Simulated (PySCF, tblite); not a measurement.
# C₃H₆BClO₂: geometry, infrared bands and NMR shifts

What infrared bands and NMR shifts should C₃H₆BClO₂ (`C[C@H]1COB(Cl)O1`) show?

The runs use tblite 0.8.0 and PySCF 2.14.0, with density-fitted response routines of our own; the level of theory stands in each step. All values are computed, except where a source is named. Atoms count from 0, in the outputs and in this text.

**1. The starting structure**

13 atoms, charge 0, multiplicity 1; geometry from: force field or distance geometry start.

Bonds of the start (Å): C0–C1 1.51, C1–C2 1.50, C2–O3 1.42, O3–B4 1.48, B4–Cl5 1.86, B4–O6 1.47, O6–C1 1.41, C0–H7 1.09, C0–H8 1.12, C0–H9 1.10, C1–H10 1.10, C2–H11 1.12, C2–H12 1.09.

**2. Optimising the geometry with GFN2-xTB**

What the job is given:

```
{"job": {"kind": "relax", "xc": "GFN2-xTB", "basis": "xTB"}, "charge": 0, "multiplicity": 1}
C      1.679900     0.285900     0.095500
C      0.175000     0.302200    -0.031600
C     -0.394000    -0.951500    -0.626100
O     -1.773900    -0.660900    -0.496900
B     -1.861000     0.108500     0.764400
Cl    -3.073200     1.511400     0.894300
O     -0.474300     0.295900     1.216900
H      2.085700    -0.032800    -0.868800
H      2.087900     1.294100     0.344200
H      2.036300    -0.407000     0.876200
H     -0.140200     1.224000    -0.544500
H     -0.236200    -1.846700     0.020800
H     -0.116200    -1.122600    -1.662100
```

Run with:

```console
> OMP_NUM_THREADS=1 python probes_run.py task.json out
```

One launch serves the whole session: the jobs run in the order shown.

**Question.** This job is followed by: GFN2-xTB harmonic vibrations, gas phase; GIAO PBE0/pcSseg-1 NMR shielding, non-relativistic, gas phase. What will the session give for the following? strongest single infrared mode (GFN2-xTB); zero-point energy (GFN2-xTB); ¹³C shifts against TMS (PBE0/pcSseg-1); ¹H shifts against TMS (PBE0/pcSseg-1, means over atoms taken as alike); ¹⁷O shifts against H2O (PBE0/pcSseg-1); ¹¹B shifts against BF3·OEt2 (PBE0/pcSseg-1); ³⁵Cl shifts against HCl (PBE0/pcSseg-1); surface potential, 1st and 99th percentile.

The runs gave:

| quantity | value |
| --- | --- |
| strongest single infrared mode (GFN2-xTB) | 1145 cm⁻¹, 422 km/mol |
| zero-point energy (GFN2-xTB) | 60.2 kcal/mol |
| ¹³C shifts against TMS (PBE0/pcSseg-1) | 78.2, 77.1, 25.7 ppm |
| ¹H shifts against TMS (PBE0/pcSseg-1, means over atoms taken as alike) | 4.78, 4.66, 4.04, 1.33 ppm |
| ¹⁷O shifts against H2O (PBE0/pcSseg-1) | 157.5, 130.6 ppm |
| ¹¹B shifts against BF3·OEt2 (PBE0/pcSseg-1) | 28.4 ppm |
| ³⁵Cl shifts against HCl (PBE0/pcSseg-1) | 15 ppm |
| surface potential, 1st and 99th percentile | -1.27 V and 1.23 V |

The optimisation took 73 steps and gained 1.688 eV; among the close pairs (by a distance rule), B4–Cl5 changed most, from 1.859 to 1.704 Å. No mode is imaginary among the 33: a minimum at this level. GFN2-xTB is a fitted tight-binding method: band positions and strengths are rough. Its intensities can rank the bands wrongly. The most deshielded carbon is C1 (sp3 CH bonded to O), at 78.2 ppm: pulled downfield by the heteroatom. The most deshielded hydrogen is H10 (hydrogen on an sp3 CH bonded to O), at 4.78 ppm: its carbon carries O, hence the downfield position. At PBE0/pcSseg-1: Shielding is most anisotropic at Cl5 (span 245 ppm, paramagnetic term -213 ppm).
